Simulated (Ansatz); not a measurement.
# The cluster Li₁₁+: one state, many levels

The task here is to estimate one member of a computed series from the others.

Program: Ansatz 0.2.0, Gaussian basis. Level of theory: as each input shows. These are calculated values, not measurements.

Plan: PBE/def2-TZVP, r2SCAN/def2-TZVP, B3LYP/def2-TZVP, B2PLYP/def2-TZVP, BHLYP/def2-TZVP, ωB97X-V/def2-TZVP, LC-ωPBE/def2-TZVP, PBE-QIDH/def2-TZVP, BLYP/def2-TZVP, PBE/def2-SVP, PBE0/def2-SVP, HF/STO-3G, HF/6-31G, B3LYP/6-31G, CCSD(T)/def2-TZVPP, MP2/def2-TZVP, RPA/def2-TZVP.

## The relaxed structure

The singlet was relaxed beforehand with r2SCAN/def2-SVP. At that level it is the lowest of the isomers that a small search found.

11 atoms, charge 1, spin multiplicity 1.

Atoms are counted from 1 here; the program's logs count them from 0.

Bond lengths: Li1–Li4 2.695 Å, Li2–Li4 3.033 Å, Li2–Li6 2.915 Å, Li2–Li9 2.917 Å, Li3–Li4 2.692 Å, Li4–Li5 2.694 Å, Li4–Li6 2.890 Å, Li4–Li7 2.788 Å, Li4–Li8 2.788 Å, Li4–Li9 2.889 Å, Li4–Li10 2.787 Å, Li6–Li9 2.944 Å. Angles: Li4–Li2–Li6 58.1°, Li4–Li2–Li9 58.1°, Li6–Li2–Li9 60.6°, Li1–Li4–Li2 71.7°, Li1–Li4–Li3 141.1°, Li1–Li4–Li5 71.9°, Li1–Li4–Li6 93.0°, Li1–Li4–Li7 136.4°, Li1–Li4–Li8 70.7°, Li1–Li4–Li9 130.6°, Li1–Li4–Li10 78.8°, Li2–Li4–Li3 128.7°, Li2–Li4–Li5 71.7°, Li2–Li4–Li6 58.9°, Li2–Li4–Li7 115.8°, Li2–Li4–Li8 115.7°, Li2–Li4–Li9 59.0°, Li2–Li4–Li10 143.3° and more.

The ion is computed in the gas phase, without counter-ions or solvent.

PBE0/def2-TZVP was run before; its log isn't repeated, and its numbers join the tables.

The first run:

start.molden holds the orbitals of an earlier run on this state, given as this run's starting guess.

Input file in.yaml:

```yaml
crystal:
  periodic: [false, false, false]
  atoms:
    - {symbol: Li, position_ang: [-0.676920, 0.448329, 2.742051]}
    - {symbol: Li, position_ang: [1.910220, -1.112916, 1.264393]}
    - {symbol: Li, position_ang: [-1.729843, 0.038145, -2.210724]}
    - {symbol: Li, position_ang: [-0.366360, 0.492598, 0.065741]}
    - {symbol: Li, position_ang: [1.407808, 2.211791, 1.141143]}
    - {symbol: Li, position_ang: [-0.309884, -2.389957, -0.127984]}
    - {symbol: Li, position_ang: [0.360381, 2.383186, -1.849924]}
    - {symbol: Li, position_ang: [-2.932792, -0.406722, 0.679211]}
    - {symbol: Li, position_ang: [1.628386, -0.748192, -1.615687]}
    - {symbol: Li, position_ang: [-1.965136, 2.740599, 0.462501]}
    - {symbol: Li, position_ang: [2.674139, -3.656861, -0.550730]}
basis:
  gaussian: {orbitals: def2-TZVP, initial_orbitals: start.molden}
total_charge: 1
hamiltonian: {xc: pbe}
scf: {omitted_lower_state_checks: [starts]}
output: {orbitals: {seedname: orbitals}}
```

On the command line:

```console
$ ansatz run in.yaml --threads 4 --pin off --events-out ev --progress --plain --max-ram 3916MiB
```

Among the steps run: PBE/def2-TZVP; r2SCAN/def2-TZVP; B3LYP/def2-TZVP; B2PLYP/def2-TZVP; BHLYP/def2-TZVP; ωB97X-V/def2-TZVP; LC-ωPBE/def2-TZVP; PBE-QIDH/def2-TZVP; BLYP/def2-TZVP; PBE/def2-SVP; PBE0/def2-SVP; HF/STO-3G; HF/6-31G; B3LYP/6-31G; CCSD(T)/def2-TZVPP; MP2/def2-TZVP; RPA/def2-TZVP.

One of the session's tables, all rows but one given; the rest of the session is left out.

It belongs to the step «Levels side by side». 

| level | HOMO (eV) | LUMO (eV) | gap (eV) |
| --- | --- | --- | --- |
| HF/STO-3G | -6.30 | -1.45 | 4.85 |
| HF/6-31G | -6.83 | -2.42 | 4.41 |
| PBE/def2-SVP | -5.61 | -4.85 | 0.76 |
| PBE/def2-TZVP | -5.68 | -4.91 | 0.77 |
| BLYP/def2-TZVP | ? | ? | ? |
| r2SCAN/def2-TZVP | -5.62 | -4.74 | 0.88 |
| B3LYP/6-31G | -5.92 | -4.39 | 1.53 |
| B3LYP/def2-TZVP | -5.97 | -4.42 | 1.55 |
| PBE0/def2-SVP | -6.05 | -4.34 | 1.70 |
| PBE0/def2-TZVP | -6.12 | -4.42 | 1.70 |
| BHLYP/def2-TZVP | -6.39 | -3.74 | 2.65 |
| LC-ωPBE/def2-TZVP | -7.52 | -3.06 | 4.46 |
| ωB97X-V/def2-TZVP | -7.39 | -3.01 | 4.38 |

Q: Estimate the row for BLYP/def2-TZVP from the others.

Worked estimate for «HOMO (eV)». Against the share of exact exchange, B3LYP/def2-TZVP (0.2, -5.97), BHLYP/def2-TZVP (0.5, -6.39) give a slope of -1.40 per unit share; at 0 the line stands at -5.69.

As computed: HOMO (eV): -5.47; LUMO (eV): -4.67; gap (eV): 0.80. In «HOMO (eV)» the line misses by -0.22.
